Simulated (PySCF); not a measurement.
# SrBr: from the state search to spectroscopic constants

The task here is to estimate one member of a computed series from the others.

Program: PySCF 2.14.0. Level of theory: Sr def2-SVP with ECP28, Br def2-SVP, scalar-relativistic core potentials. These are calculated values, not measurements.

1 further run of the same task is left out (it didn't finish).

The first run:

Settings of the job:

```json
{
 "atoms": "Sr, Br",
 "charge": "0",
 "basis": "Sr def2-SVP with ECP28, Br def2-SVP",
 "Hamiltonian": "scalar-relativistic core potentials",
 "basis functions": "55",
 "electrons treated": "45",
 "masses in u": "87.9056, 78.9183",
 "levels": "PBE0, PBE, r²SCAN, revPBE, r²SCANh, M06-2X, HF, MP2, SCS-MP2",
 "grid": "80 radial by 434 angular points",
 "occupations": "held fixed by the projection of orbital angular momentum",
 "dissociation limit": "Sr + Br, each in its ground configuration",
 "starting distance in angstrom": "2.825",
 "values of 2S to try": "1, 3"
}
```

The run is started by

```console
OMP_NUM_THREADS=1 python dia.py task.json out
```

Steps of the session up to this table: Set-up; First curve: PBE0; Higher solutions at PBE0; PBE; r²SCAN (meta-GGA); revPBE (GGA); r²SCANh; M06-2X; UHF (mean field).

One of the session's tables, all rows but one given; the rest of the session is left out.

It belongs to the step «The curves together». Energy (eV) from each level's lowest point:

| R (Å) | UHF | UHF-MP2 | UHF-SCS-MP2 | PBE | revPBE |
| --- | --- | --- | --- | --- | --- |
| 2.382 | 1.219 | 1.006 | 1.041 | 0.815 | 0.874 |
| 2.493 | ? | ? | ? | ? | ? |
| 2.604 | 0.244 | 0.158 | 0.170 | 0.104 | 0.127 |
| 2.687 | 0.092 | 0.043 | 0.049 | 0.020 | 0.031 |
| 2.770 | 0.017 | 0.000 | 0.000 | 0.000 | 0.000 |
| 2.853 | 0.000 | 0.012 | 0.007 | 0.028 | 0.017 |
| 2.964 | 0.045 | 0.089 | 0.079 | 0.118 | 0.096 |
| 3.102 | 0.177 | 0.253 | 0.237 | 0.288 | 0.252 |
| 3.269 | 0.399 | 0.507 | 0.486 | 0.538 | 0.487 |
| 3.490 | 0.747 | 0.886 | 0.860 | 0.899 | 0.832 |

Q: Estimate the row for R (Å) = 2.493 from the others.

Worked estimate for «UHF». A straight line through the neighbours (2.382, 1.219) and (2.604, 0.244) gives 1.219 + (0.244 − 1.219) × (2.493 − 2.382) / (2.604 − 2.382) = 0.732; a parabola fitted to 3 rows on both sides gives 0.628.

**Answer.** UHF: 0.606; UHF-MP2: 0.463; UHF-SCS-MP2: 0.485; PBE: 0.352; revPBE: 0.392. In «UHF» the line misses by +0.126 and the parabola by +0.022.

State 2 has its PBE0 minimum 1.59 eV higher. State 3 has its PBE0 minimum 5.37 eV higher. The other levels ran on the lowest alone.
